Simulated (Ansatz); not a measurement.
# Ta: a hydrostatic pressure series

An exercise on one series of results from a longer session: the logs are not shown, and one member is left open.

Program: Ansatz 0.2.0. Level of theory: DFT r2SCAN, scalar-relativistic, plane waves, PAW. These are calculated values, not measurements.

1 further run of the same task is left out (set aside as unsound or not needed).

**The starting structure**

It takes space group Im-3m (No. 229, cubic). The conventional cell has a = 3.305 Å, b = 3.305 Å, c = 3.305 Å, α = 90.00°, β = 90.00°, γ = 90.00°. Ta (site symmetry m-3m) has 8 Ta at 2.86 Å as nearest neighbours.

Coordinates:

```cif
data_structure
_symmetry_space_group_name_H-M 'Im-3m'
_symmetry_Int_Tables_number 229
_cell_length_a 3.3047
_cell_length_b 3.3047
_cell_length_c 3.3047
_cell_angle_alpha 90.000
_cell_angle_beta 90.000
_cell_angle_gamma 90.000
_cell_volume 36.09
loop_
_atom_site_label
_atom_site_type_symbol
_atom_site_symmetry_multiplicity
_atom_site_Wyckoff_symbol
_atom_site_fract_x
_atom_site_fract_y
_atom_site_fract_z
_atom_site_occupancy
Ta1 Ta 2 a 0.00000 0.00000 0.00000 1
```

It goes back to an entry of the Materials Project.

This cell was relaxed beforehand with the same method: volume 18.04 Å³/atom, gap on the mesh none (metal).

Set-up of the first run:

The input, input.yaml:

```yaml
crystal:
  lattice:
    - [-1.6628575258, 1.6628575258, 1.6628575258]
    - [1.6628575258, -1.6628575258, 1.6628575258]
    - [1.6628575258, 1.6628575258, -1.6628575258]
  atoms:
    - { symbol: Ta, position: [0.0, 0.0, 0.0] }
basis:
  ecutwfc: 500
kpoints:
  mp_grid: { grid: [18, 18, 18] }
hamiltonian:
  xc: r2scan
scf:
  occupations: { method: gaussian, width: 0.1 }
output:
  forces: true
  stress: true
  eigenvalues: true
relax:
  adjacent_minimum: "off"
  f_tol: 0.008
  max_steps: 50
  cell: { stress_tol: 0.08, p_target: -2.0 }
```

The run is started by

```sh
$ ansatz run input.yaml --threads 1 --pin off --max-ram 2560MiB --backend cpu --events-out ev --progress --plain --runs-dir out
```

Among the steps run: Target pressure -2 GPa; 2 GPa; Relaxing at 5 GPa; Target pressure 10 GPa; Relaxing at 20 GPa; Target pressure 40 GPa.

One of the session's tables, all rows but one given; the rest of the session is left out.

```
P (GPa)  V (Å³/atom)  a (Å)  b (Å)  c (Å)  ΔH (eV/atom)
     -2        18.23  2.872  2.872  2.872        -0.226
      0        18.04  2.862  2.862  2.862         0.000
      2        17.88  2.853  2.853  2.853         0.224
      5        17.62  2.839  2.839  2.839         0.556
     10            ?      ?      ?      ?             ?
     20        16.57  2.782  2.782  2.782         2.155
     40        15.54  2.723  2.723  2.723         4.156
```

Estimate the missing values for P (GPa) = 10.

Worked estimate for «V (Å³/atom)». A straight line through the neighbours (5, 17.62) and (20, 16.57) gives 17.62 + (16.57 − 17.62) × (10 − 5) / (20 − 5) = 17.27; a parabola fitted to 4 rows on both sides gives 17.25.

As computed: V (Å³/atom): 17.23; a (Å): 2.818; b (Å): 2.818; c (Å): 2.818; ΔH (eV/atom): 1.100. In «V (Å³/atom)» the line misses by +0.04 and the parabola by +0.02.

ΔH is E + PV over the energy at zero pressure; a, b and c are the vectors of the computed cell. 

Caveats from the session: Spin-orbit coupling is left out for Ta.
